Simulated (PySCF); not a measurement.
# C3H3BF2: a tour of settings

Aim: see how C3H3BF2 (`FB(F)C1C=C1`) answers to the choice of functional, basis, grid and SCF options.

Computed with PySCF 2.14.0, with density-fitted response routines of our own, on a single molecule, in the gas phase or a continuum. Atoms count from 0, in the outputs and in this text.

## Step 1: The starting structure

9 atoms, charge 0, multiplicity 1; geometry from: GFN2-xTB.

Bonds of the start (Å): F0–B1 1.32, B1–F2 1.32, B1–C3 1.54, C3–C4 1.53, C4–C5 1.29, C5–C3 1.53, C3–H6 1.09, C4–H7 1.06, C5–H8 1.06.

## Step 2: NMR shieldings: PBE0/pcSseg-1

Job settings and geometry (Å):

```
{"job": {"kind": "nmr", "xc": "PBE0", "basis": "pcSseg-1"}, "charge": 0, "multiplicity": 1}
F      2.298153    -1.210548    -0.164257
B      1.373163    -0.321207     0.155790
F      1.823758     0.668831     0.910307
C     -0.096787    -0.426966    -0.303920
C     -0.949730     0.828295    -0.508779
C     -1.230023     0.151894     0.548218
H     -0.352801    -1.287137    -0.921420
H     -1.078011     1.639107    -1.179065
H     -1.774161    -0.036275     1.437947
```

With the program's defaults for keys left out, this is: GIAO PBE0/pcSseg-1 NMR shielding, non-relativistic, gas phase.

Run with:

```console
OMP_NUM_THREADS=1 python probes_run.py task.json out
```

One launch serves the whole session: the jobs run in the order shown.

The program printed:

```text
coarse grid: 8376 points
cycle   1  E = -340.1876569655  dE =  8.827e-01  |g| = 6.194e-01  |ddm| = 2.683e+00
cycle   2  E = -340.1514792330  dE =  3.618e-02  |g| = 8.330e-01  |ddm| = 7.851e-01
cycle   3  E = -340.2523483102  dE = -1.009e-01  |g| = 5.012e-02  |ddm| = 4.190e-01
cycle   4  E = -340.2527849813  dE = -4.367e-04  |g| = 2.590e-02  |ddm| = 5.921e-02
cycle   5  E = -340.2529370266  dE = -1.520e-04  |g| = 3.953e-03  |ddm| = 2.252e-02
cycle   6  E = -340.2529400850  dE = -3.058e-06  |g| = 1.328e-03  |ddm| = 3.815e-03
final grid: 84160 points
cycle   7  E = -340.2974877530  dE = -4.716e-05  |g| = 5.304e-03  |ddm| = 2.055e-02
cycle   8  E = -340.2974865498  dE =  1.203e-06  |g| = 5.779e-03  |ddm| = 9.133e-03
cycle   9  E = -340.2974942545  dE = -7.705e-06  |g| = 3.570e-04  |ddm| = 4.726e-03
cycle  10  E = -340.2974942759  dE = -2.146e-08  |g| = 1.791e-04  |ddm| = 3.676e-04
cycle  11  E = -340.2974942823  dE = -6.369e-09  |g| = 4.590e-05  |ddm| = 1.663e-04
cycle  12  E = -340.2974942826  dE = -3.681e-10  |g| = 1.671e-05  |ddm| = 4.033e-05
converged SCF energy = -340.2974942826

GIAO shielding tensors (ppm)
atom      isotropic    diamagn.    paramagn.     s11        s22        s33       span
  0 F      242.070     467.117    -225.048     54.659    300.294    371.255    316.596
  1 B       72.585     192.530    -119.944     39.699     82.857     95.200     55.501
  2 F      254.880     469.381    -214.501     75.230    296.761    392.648    317.418
  3 C      186.333     247.710     -61.377    135.637    155.773    267.590    131.953
  4 C       75.221     254.744    -179.524    -65.599    115.620    175.641    241.241
  5 C       75.167     254.713    -179.546    -65.646    115.542    175.606    241.252
  6 H       31.027      30.082       0.945     23.898     28.384     40.799     16.901
  7 H       24.775      31.702      -6.927     21.738     24.911     27.677      5.939
  8 H       24.773      31.700      -6.927     21.731     24.913     27.676      5.946
```

It took 7.5 s on 1 thread of Arm Neoverse V1, shared host.

Shifts follow as δ = σ(reference) − σ, with reference shieldings (ppm) from runs at the same level and on the same kind of geometry: 1H TMS 31.72, 13C TMS 186.9, 19F CFCl3 170.9, 11B BF3·OEt2 100.1. The references are single molecules in the gas phase, so shifts against H2O, NH3, PH3, H3PO4 or CFCl3 are not on the usual liquid scales and can be off by tens of ppm. Atoms listed in one row are averaged.

```
 atoms                               environment  σ (ppm)  δ (ppm)  δ scaled to CDCl3
C4, C5                                 alkene CH     75.2    111.7              107.1
    C3                three-membered-ring carbon    186.3      0.6               -1.3
H7, H8                  hydrogen on an alkene CH    24.77     6.94               6.65
    H6  hydrogen on a three-membered-ring carbon    31.03     0.69               0.76
F0, F2                      fluorine bonded to B    248.5    -77.5                  –
    B1                    boron bonded to C, 2 F     72.6     27.5                  –
```

The scaled column applies a straight-line fit of computed shieldings to shifts measured in CDCl3, and one for carbons that bear F (root-mean-square error 0.16 ppm for H, 1.9 ppm for C).

Charges from the same density, by scheme (e):

```
 atoms  Mulliken    IAO  Hirshfeld  ESP fit
F0, F2     -0.30  -0.32      -0.15    -0.29
    B1      0.78   0.71       0.29     0.67
    C3     -0.42  -0.33      -0.14    -0.23
C4, C5     -0.05  -0.13      -0.03    -0.19
```

Mayer bond orders: F0–B1 1.11, B1–F2 1.11, B1–C3 0.98, C3–C4 0.88, C4–C5 1.76, C5–C3 0.88.

Ring of atoms C3, C4, C5: NICS(0) -32.5, NICS(1) -6.8, NICS(1)zz -16.6 ppm (means of both faces).

In rings of three or four atoms NICS is ruled by the nearby σ bonds, so it says little on aromaticity.

## Step 3: TDDFT and polarisability: PBE0/def2-SVPD

Settings changed since step 2:

```diff
@@ -1,2 +1,2 @@
-{"job": {"kind": "nmr", "xc": "PBE0", "basis": "pcSseg-1"}, "charge": 0, "multiplicity": 1}
+{"job": {"kind": "uv", "xc": "PBE0", "basis": "def2-SVPD", "nstates": 6, "ntriplets": 2}, "charge": 0, "multiplicity": 1}
 F      2.298153    -1.210548    -0.164257
```

Level: TDDFT PBE0/def2-SVPD, vertical, gas phase, core orbitals frozen in the response.

The program printed:

```text
coarse grid: 8376 points
cycle   1  E = -339.9828009883  dE =  8.395e-01  |g| = 5.720e-01  |ddm| = 4.868e+00
cycle   2  E = -339.9465689475  dE =  3.623e-02  |g| = 7.718e-01  |ddm| = 1.280e+00
cycle   3  E = -340.0428293271  dE = -9.626e-02  |g| = 5.090e-02  |ddm| = 5.885e-01
cycle   4  E = -340.0432852890  dE = -4.560e-04  |g| = 2.442e-02  |ddm| = 9.597e-02
cycle   5  E = -340.0434288240  dE = -1.435e-04  |g| = 3.769e-03  |ddm| = 3.120e-02
cycle   6  E = -340.0434317243  dE = -2.900e-06  |g| = 1.273e-03  |ddm| = 9.506e-03
final grid: 84160 points
cycle   7  E = -340.0889501265  dE = -3.912e-05  |g| = 4.755e-03  |ddm| = 7.502e-02
cycle   8  E = -340.0889488057  dE =  1.321e-06  |g| = 5.340e-03  |ddm| = 1.438e-02
cycle   9  E = -340.0889560659  dE = -7.260e-06  |g| = 3.549e-04  |ddm| = 6.513e-03
cycle  10  E = -340.0889560873  dE = -2.136e-08  |g| = 1.801e-04  |ddm| = 8.483e-04
cycle  11  E = -340.0889560939  dE = -6.599e-09  |g| = 4.026e-05  |ddm| = 2.744e-04
cycle  12  E = -340.0889560941  dE = -2.804e-10  |g| = 1.677e-05  |ddm| = 7.422e-05
converged SCF energy = -340.0889560941

Static polarisability (au): isotropic 44.595, principal 38.819 42.587 52.378

Singlet excitations
state   eV       nm        f      main configurations
  1   5.8977    210.2   0.01891   H->L 0.86, H->L+1 0.11
  2   6.5482    189.3   0.01300   H-1->L 0.94
  3   6.6932    185.2   0.03486   H->L+1 0.86, H->L 0.10
  4   7.2651    170.7   0.00002   H->L+2 0.96
  5   7.7203    160.6   0.00246   H-2->L 0.90
  6   7.7663    159.6   0.03236   H->L+3 0.97

Triplet excitations (Tamm-Dancoff, eV): 3.9611 5.8859
```

Wall time 11 s (1 thread of Arm Neoverse V1, shared host); peak memory 0.62 GiB.

Frontier orbitals and where they lie:

```
orbital      eV                      atoms
 HOMO−3  -11.52  F2 58 %, F0 13 %, C3 11 %
 HOMO−2  -10.40  C4 27 %, C5 27 %, C3 21 %
 HOMO−1   -9.00  C3 41 %, C5 20 %, C4 20 %
   HOMO   -7.72  C4 29 %, C5 29 %, C3 19 %
   LUMO   -0.66  C4 32 %, C5 32 %, C3 10 %
 LUMO+1    0.29  B1 27 %, C4 16 %, C5 16 %
 LUMO+2    0.67    B1 58 %, F0 7 %, C5 7 %
```

With each of the 6 states as a Gaussian band of 0.4 eV half-width at 1/e, the curve within the window shown has maxima at 187 nm (ε 1,900), 160 nm (ε 1,400) L/(mol cm). Beyond the last state computed it falls off for lack of states. The curve at chosen wavelengths:

```tsv
nm	ε (L/mol/cm)
154	794
157	1227
160	1410
164	1138
167	775
170	533
173	535
176	787
180	1341
183	1717
186	1902
189	1855
192	1632
196	1261
199	1049
202	930
205	882
208	860
212	802
215	716
218	601
221	472
224	349
228	213
231	138
234	85
```

Further results of this job:

```
           property  computed
  dipole moment (D)      2.54
polarisability (Å³)      6.61
 HOMO–LUMO gap (eV)      7.07
      −ε(HOMO) (eV)      7.72
```

## Step 4: Shielding tensors: PBE0/IGLO-III

Settings changed since step 3:

```diff
@@ -1,2 +1,2 @@
-{"job": {"kind": "uv", "xc": "PBE0", "basis": "def2-SVPD", "nstates": 6, "ntriplets": 2}, "charge": 0, "multiplicity": 1}
+{"job": {"kind": "nmr", "xc": "PBE0", "basis": "IGLO-III", "pop": true}, "charge": 0, "multiplicity": 1}
 F      2.298153    -1.210548    -0.164257
```

With the program's defaults for keys left out, this is: GIAO PBE0/IGLO-III NMR shielding, non-relativistic, gas phase.

The program printed:

```text
coarse grid: 8376 points
cycle   1  E = -340.3975035974  dE =  8.918e-01  |g| = 6.589e-01  |ddm| = 2.099e+00
cycle   2  E = -340.3483162478  dE =  4.919e-02  |g| = 9.217e-01  |ddm| = 6.409e-01
cycle   3  E = -340.4683649180  dE = -1.200e-01  |g| = 5.623e-02  |ddm| = 3.364e-01
cycle   4  E = -340.4688357830  dE = -4.709e-04  |g| = 3.344e-02  |ddm| = 4.592e-02
cycle   5  E = -340.4690871317  dE = -2.513e-04  |g| = 4.668e-03  |ddm| = 2.019e-02
cycle   6  E = -340.4690911627  dE = -4.031e-06  |g| = 1.560e-03  |ddm| = 3.876e-03
final grid: 84160 points
cycle   7  E = -340.4718968108  dE = -1.059e-04  |g| = 5.896e-03  |ddm| = 5.100e-02
cycle   8  E = -340.4718950993  dE =  1.712e-06  |g| = 6.410e-03  |ddm| = 6.844e-03
cycle   9  E = -340.4719038444  dE = -8.745e-06  |g| = 4.603e-04  |ddm| = 3.478e-03
cycle  10  E = -340.4719038726  dE = -2.817e-08  |g| = 2.602e-04  |ddm| = 3.611e-04
cycle  11  E = -340.4719038855  dE = -1.295e-08  |g| = 6.597e-05  |ddm| = 1.613e-04
cycle  12  E = -340.4719038862  dE = -6.584e-10  |g| = 2.624e-05  |ddm| = 4.063e-05
converged SCF energy = -340.4719038862

GIAO shielding tensors (ppm)
atom      isotropic    diamagn.    paramagn.     s11        s22        s33       span
  0 F      252.850     467.371    -214.521     74.225    307.317    377.007    302.782
  1 B       72.294     194.305    -122.011     39.389     81.606     95.888     56.498
  2 F      263.278     468.973    -205.696     91.611    301.343    396.878    305.266
  3 C      185.338     243.354     -58.016    134.566    154.116    267.333    132.766
  4 C       73.641     260.299    -186.658    -67.447    113.511    174.860    242.307
  5 C       73.584     260.262    -186.678    -67.497    113.426    174.824    242.321
  6 H       31.032      30.668       0.364     24.111     28.420     40.565     16.454
  7 H       24.864      30.525      -5.661     21.875     25.154     27.563      5.687
  8 H       24.863      30.522      -5.660     21.868     25.158     27.562      5.694
```

Run time: 20 s. Hardware: 1 thread of Arm Neoverse V1, shared host; peak memory 0.85 GiB.

This run: σ C4 73.6, C3 185.3, F0 258.1, B1 72.3, H7 24.86, H6 31.03 ppm (means over like atoms).

## Step 5: J couplings: HCTH407/aug-pcSseg-1 in tetrahydrofuran

Settings changed since step 4:

```diff
@@ -1,2 +1,2 @@
-{"job": {"kind": "nmr", "xc": "PBE0", "basis": "IGLO-III", "pop": true}, "charge": 0, "multiplicity": 1}
+{"job": {"kind": "j", "xc": "HCTH407", "basis": "aug-pcSseg-1", "solvent": "tetrahydrofuran", "scf": {"guess": "huckel"}}, "charge": 0, "multiplicity": 1}
 F      2.298153    -1.210548    -0.164257
```

With the program's defaults for keys left out, this is: HCTH407/aug-pcSseg-1 indirect spin-spin coupling, non-relativistic, IEF-PCM tetrahydrofuran.

The program printed:

```text
final grid: 84160 points
cycle   1  E = -333.3786866741  dE =  5.285e+00  |g| = 5.406e+00  |ddm| = 6.224e+00
cycle   2  E = -312.3973348700  dE =  2.098e+01  |g| = 8.187e+00  |ddm| = 2.793e+01
cycle   3  E = -339.9904176786  dE = -2.759e+01  |g| = 1.798e+00  |ddm| = 2.731e+01
cycle   4  E = -339.1495877214  dE =  8.408e-01  |g| = 2.186e+00  |ddm| = 4.204e+00
cycle   5  E = -340.6038094043  dE = -1.454e+00  |g| = 1.719e-01  |ddm| = 3.624e+00
cycle   6  E = -340.6050457716  dE = -1.236e-03  |g| = 1.544e-01  |ddm| = 6.714e-01
cycle   7  E = -340.6109614348  dE = -5.916e-03  |g| = 4.368e-02  |ddm| = 3.983e-01
cycle   8  E = -340.6114278358  dE = -4.664e-04  |g| = 9.640e-03  |ddm| = 1.011e-01
cycle   9  E = -340.6114420051  dE = -1.417e-05  |g| = 3.146e-03  |ddm| = 1.615e-02
cycle  10  E = -340.6114436925  dE = -1.687e-06  |g| = 1.694e-03  |ddm| = 5.243e-03
cycle  11  E = -340.6114440390  dE = -3.465e-07  |g| = 8.734e-04  |ddm| = 2.434e-03
cycle  12  E = -340.6114441710  dE = -1.321e-07  |g| = 2.323e-04  |ddm| = 1.304e-03
cycle  13  E = -340.6114441797  dE = -8.677e-09  |g| = 1.426e-04  |ddm| = 4.071e-04
cycle  14  E = -340.6114441848  dE = -5.088e-09  |g| = 8.384e-06  |ddm| = 2.066e-04
cycle  15  E = -340.6114441848  dE = -1.683e-11  |g| = 3.057e-06  |ddm| = 3.242e-05
converged SCF energy = -340.6114441848

Indirect spin-spin couplings (Hz)
  i      j    bonds     total        FC       PSO       DSO        SD
  0 F    1 B    1    -36.159    10.621   -48.257     1.012     0.465
  0 F    2 F    2   -127.596    87.386  -221.088    -0.893     6.999
  0 F    3 C    2     46.485    51.200    -5.073    -0.024     0.382
  0 F    4 C    3      1.788     2.173    -0.249    -0.269     0.134
  0 F    5 C    3      1.767     2.162    -0.251    -0.268     0.125
  0 F    6 H    3     -6.054    -4.160    -1.561    -0.055    -0.278
  0 F    7 H    4     -0.264    -0.199     0.875    -1.032     0.092
  0 F    8 H    4     -0.258    -0.194     0.873    -1.030     0.093
  1 B    2 F    1    -29.626    16.595   -47.797     1.048     0.528
  1 B    3 C    1    140.811   142.041    -1.828     0.408     0.191
  1 B    4 C    2      0.145     0.272    -0.147     0.038    -0.018
  1 B    5 C    2      0.149     0.277    -0.148     0.038    -0.019
  1 B    6 H    2      6.290     6.522    -0.263     0.037    -0.006
  1 B    7 H    3     -0.131    -0.148     0.159    -0.168     0.026
  1 B    8 H    3     -0.137    -0.154     0.159    -0.168     0.026
  2 F    3 C    2     31.317    37.110    -6.271    -0.040     0.517
  2 F    4 C    3      0.070     0.675    -0.346    -0.003    -0.256
  2 F    5 C    3      0.075     0.685    -0.353    -0.002    -0.254
  2 F    6 H    3     13.250    15.018     0.059    -1.842     0.016
  3 C    4 C    1     14.094    14.275    -0.274     0.175    -0.081
  3 C    5 C    1     14.068    14.249    -0.275     0.175    -0.082
  3 C    6 H    1    156.906   154.796     0.775     0.948     0.387
  3 C    7 H    2      0.741     0.368     0.596    -0.547     0.325
  3 C    8 H    2      0.741     0.368     0.596    -0.548     0.325
  4 C    5 C    1    100.826   100.814    -4.590     0.145     4.457
  4 C    6 H    2     -1.796    -1.572     0.265    -0.302    -0.188
  4 C    7 H    1    223.890   223.168    -0.865     0.729     0.857
  4 C    8 H    2      1.648     1.378     0.945    -0.974     0.298
  5 C    6 H    2     -1.825    -1.600     0.265    -0.302    -0.187
  5 C    7 H    2      1.662     1.391     0.947    -0.974     0.298
  5 C    8 H    1    223.740   223.020    -0.865     0.729     0.856
  6 H    7 H    3     -1.688    -1.322     1.599    -1.867    -0.099
  6 H    8 H    3     -1.688    -1.322     1.597    -1.864    -0.098
  7 H    8 H    3      0.821     1.260     2.547    -2.843    -0.142
```

It took 23 s on 1 thread of Arm Neoverse V1, shared host; peak memory 0.67 GiB.

The basis is not made for couplings: without tight functions at the nuclei these values are rough.

A choice of the couplings up to four bonds, sorted by the number of bonds, with means over like pairs; isotopes 11B, 13C, 19F, 1H:

```
 pair  bonds  J (Hz)  Fermi contact (Hz)  dihedral (°)
C4–H7      1   223.8               223.1             –
C3–H6      1   156.9               154.8             –
B1–C3      1   140.8               142.0             –
C4–C5      1   100.8               100.8             –
F0–B1      1   -32.9                13.6             –
C3–C4      1    14.1                14.3             –
F0–F2      2  -127.6                87.4             –
F0–C3      2    38.9                44.2             –
B1–H6      2     6.3                 6.5             –
C4–H6      2    -1.8                -1.6             –
C4–H8      2     1.7                 1.4             –
F0–H6      3     3.6                 5.4             –
H6–H7      3    -1.7                -1.3           -77
```

Quadrupole couplings from the field gradients of the same density:

```
atom  isotope  eQq/h (MHz)     η
  B1      11B        3.286  0.81
```

Joined with the shifts from before (PBE0/pcSseg-1, scaled to CDCl3), the couplings predict the line list below for 500 MHz. Couplings to quadrupolar nuclei are left out.

1H NMR δ 6.65 (d, J = 1.7 Hz, 2H), 0.76 (m, 1H). The letters are first-order; like nuclei with unlike couplings give more lines.

## Step 6: Shielding tensors: HF/MINI

Settings changed since step 5:

```diff
@@ -1,2 +1,2 @@
-{"job": {"kind": "j", "xc": "HCTH407", "basis": "aug-pcSseg-1", "solvent": "tetrahydrofuran", "scf": {"guess": "huckel"}}, "charge": 0, "multiplicity": 1}
+{"job": {"kind": "nmr", "xc": "HF", "basis": "MINI", "pop": false}, "charge": 0, "multiplicity": 1}
 F      2.298153    -1.210548    -0.164257
```

Method: GIAO HF/MINI NMR shielding, non-relativistic, gas phase.

The program printed:

```text
final grid: 84160 points
cycle   1  E = -336.4063241081  dE =  1.576e+00  |g| = 4.252e-01  |ddm| = 4.553e+00
cycle   2  E = -336.4841191170  dE = -7.780e-02  |g| = 1.003e-01  |ddm| = 8.840e-01
cycle   3  E = -336.4879435556  dE = -3.824e-03  |g| = 2.719e-02  |ddm| = 2.003e-01
cycle   4  E = -336.4883318149  dE = -3.883e-04  |g| = 6.074e-03  |ddm| = 7.279e-02
cycle   5  E = -336.4883481891  dE = -1.637e-05  |g| = 1.079e-03  |ddm| = 1.360e-02
cycle   6  E = -336.4883489801  dE = -7.909e-07  |g| = 1.718e-04  |ddm| = 3.357e-03
cycle   7  E = -336.4883489997  dE = -1.964e-08  |g| = 5.033e-05  |ddm| = 4.672e-04
cycle   8  E = -336.4883490016  dE = -1.857e-09  |g| = 8.496e-06  |ddm| = 1.546e-04
cycle   9  E = -336.4883490016  dE = -6.469e-11  |g| = 1.928e-06  |ddm| = 2.746e-05
converged SCF energy = -336.4883490016

GIAO shielding tensors (ppm)
atom      isotropic    diamagn.    paramagn.     s11        s22        s33       span
  0 F      366.721     462.426     -95.706    180.084    306.022    614.057    433.973
  1 B      145.047     189.516     -44.469    135.435    148.096    151.609     16.174
  2 F      373.162     462.523     -89.361    199.700    306.321    613.466    413.765
  3 C      248.878     236.830      12.048    194.742    207.699    344.193    149.451
  4 C      133.400     254.470    -121.070     -8.699    172.134    236.764    245.462
  5 C      133.365     254.420    -121.055     -8.758    172.104    236.749    245.506
  6 H       30.435      27.984       2.451     21.973     25.971     43.360     21.388
  7 H       23.466      27.006      -3.541     19.152     23.474     27.770      8.619
  8 H       23.463      26.994      -3.531     19.144     23.478     27.768      8.624
```

Wall time 0.63 s (1 thread of Arm Neoverse V1, shared host).

In short: σ C4 133.4, C3 248.9, F0 369.9, B1 145.0, H7 23.46, H6 30.43 ppm (means over like atoms).

## Step 7: Side by side: NMR shifts

Shifts (ppm), means over like atoms, with basis size and wall time:

```
          run     C4    C3    H7    H6     F0  functions    time
PBE0/pcSseg-1  111.7   0.6  6.94  0.69  -77.5        117   7.5 s
PBE0/IGLO-III  112.7   1.0  6.97  0.80  -89.7        240    20 s
      HF/MINI  110.2  -5.3  7.81  0.84    5.0         33  0.63 s
```

## Step 8: Summary of results

```
                                                                 quantity                                            value
  13C shifts against TMS (PBE0/pcSseg-1, means over atoms taken as alike)                                   111.7, 0.6 ppm
   1H shifts against TMS (PBE0/pcSseg-1, means over atoms taken as alike)                                   6.94, 0.69 ppm
19F shifts against CFCl3 (PBE0/pcSseg-1, means over atoms taken as alike)                                        -77.5 ppm
                              11B shifts against BF3·OEt2 (PBE0/pcSseg-1)                                         27.5 ppm
                                          lowest singlet (PBE0/def2-SVPD)                      5.90 eV (210 nm), f = 0.019
                                 brightest single state of those computed                      state 3, 6.69 eV, f = 0.035
                                                           lowest triplet                                          3.96 eV
                     largest coupling of the table (HCTH407/aug-pcSseg-1)                          1J(C,H) C4–H7, 223.8 Hz
                                                 range of the shift of F0                                 -89.7 to 5.0 ppm
                                            property runs in this session  5, of which 0 failed and 1 gave unsound results
```

What this shows: Single values in the summary come from the first run of each kind that ended normally (PBE0/pcSseg-1; PBE0/def2-SVPD; HCTH407/aug-pcSseg-1), which need not be the best level. C4, C5 (mean) (alkene CH) lies farthest downfield among carbon, at 111.7 ppm; an sp2 carbon of a C=C bond. The most deshielded hydrogen is H7, H8 (mean) (hydrogen on an alkene CH), at 6.94 ppm: olefinic region. At PBE0/pcSseg-1: The widest tensor belongs to F0, F2: span 317 ppm, with a paramagnetic part of -220 ppm. The lowest singlet, at 5.90 eV, is HOMO→LUMO 0.86, HOMO→LUMO+1 0.11 and is weak; of the 6 states computed, the strongest absorption comes from state 3 at 6.69 eV (the last state computed is bright too, and its partners may lie past the list). The lowest triplet lies 1.94 eV below the lowest singlet (triplets in Tamm-Dancoff, singlets in full TDDFT). In the run at HCTH407/aug-pcSseg-1, the largest coupling of the table is C4–H7 (mean over like pairs), 223.8 Hz, of which the Fermi-contact term gives 223.1 Hz. Couplings across rotatable bonds belong to this one conformer; where others are populated, the observed values are averages. Density functionals describe couplings to fluorine poorly, F–F couplings above all, so those rows are rough. Among the atoms with a shift in every run: In ppm, F0 (with its like atoms) moves most: its shift spreads over 94.8 ppm, from -89.7 (PBE0/IGLO-III) to 5.0 (HF/MINI). A minimal basis is unusable for shieldings, so that end is no result. Couplings from bases without tight functions are rough.
